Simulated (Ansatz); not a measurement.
# CaSi3N2: the cost of one run

Method: DFT PBE, scalar-relativistic, plane waves, PAW, in Ansatz 0.2.0.

### 1 The starting structure

It takes space group P-4m2 (No. 115, tetragonal). Conventional cell: a = 4.163 Å, b = 4.163 Å, c = 5.928 Å, α = 90.00°, β = 90.00°, γ = 90.00°. Ca (site symmetry -4m2) is surrounded by 4 N at 2.50 Å and 6 Si at 2.94 to 2.96 Å. Si (site symmetry -4m2) has 4 N at 2.62 Å and 6 Si at 2.94 to 2.96 Å as nearest neighbours. Si (site symmetry -4m2) has 4 N at 2.62 Å and 4 Si at 2.94 Å and 2 Ca at 2.96 Å as nearest neighbours. Si (site symmetry -4m2) is surrounded by 4 N at 2.50 Å. Around N (site symmetry 2mm) lie 2 Ca at 2.50 Å and 2 Si at 2.50 Å.

Coordinates:

```cif
data_structure
_symmetry_space_group_name_H-M 'P-4m2'
_symmetry_Int_Tables_number 115
_cell_length_a 4.1629
_cell_length_b 4.1629
_cell_length_c 5.9283
_cell_angle_alpha 90.000
_cell_angle_beta 90.000
_cell_angle_gamma 90.000
_cell_volume 102.74
loop_
_atom_site_label
_atom_site_type_symbol
_atom_site_symmetry_multiplicity
_atom_site_Wyckoff_symbol
_atom_site_fract_x
_atom_site_fract_y
_atom_site_fract_z
_atom_site_occupancy
Ca1 Ca 1 d 0.00000 0.00000 0.50000 1
Si1 Si 1 b 0.50000 0.50000 0.00000 1
Si2 Si 1 a 0.00000 0.00000 0.00000 1
Si3 Si 1 c 0.50000 0.50000 0.50000 1
N1 N 2 g 0.00000 0.50000 0.26791 1
```

Recipe of the guess: species swapped into a database cell of Li3MnAs2 (P-4m2, No. 115), with Si on the Li sites, Ca on the Mn sites and N on the As sites. Lengths come from tabulated atomic sizes and are only a guess.

### 2 The guess as it stands, on a coarse mesh

Input file input.yaml:

```yaml
crystal:
  lattice:
    - [4.16291334, 0.0, 0.0]
    - [0.0, 4.16291334, 0.0]
    - [0.0, 0.0, 5.92829846]
  atoms:
    - { symbol: Ca, position: [0.0, 0.0, 0.5] }
    - { symbol: Si, position: [0.5, 0.5, 0.0] }
    - { symbol: Si, position: [0.0, 0.0, 0.0] }
    - { symbol: Si, position: [0.5, 0.5, 0.5] }
    - { symbol: "N", position: [0.0, 0.5, 0.26791] }
    - { symbol: "N", position: [0.5, 0.0, 0.73209] }
basis:
  ecutwfc: 420
kpoints:
  mp_grid: { grid: [4, 4, 4] }
hamiltonian:
  xc: pbe
scf:
  occupations: { method: gaussian, width: 0.1 }
  lower_state_search: "off"
output:
  forces: true
  stress: true
  eigenvalues: true
```

Command:

```bash
$ ansatz run input.yaml --threads 1 --pin off --max-ram 2560MiB --backend cpu --events-out ev --progress --plain --runs-dir out
```

**Question.** How long does this run take on 1 thread of Intel Xeon at 2.70GHz, shared host, and how much memory does it need?

About 3.6 s, with a peak of 0.34 GiB.
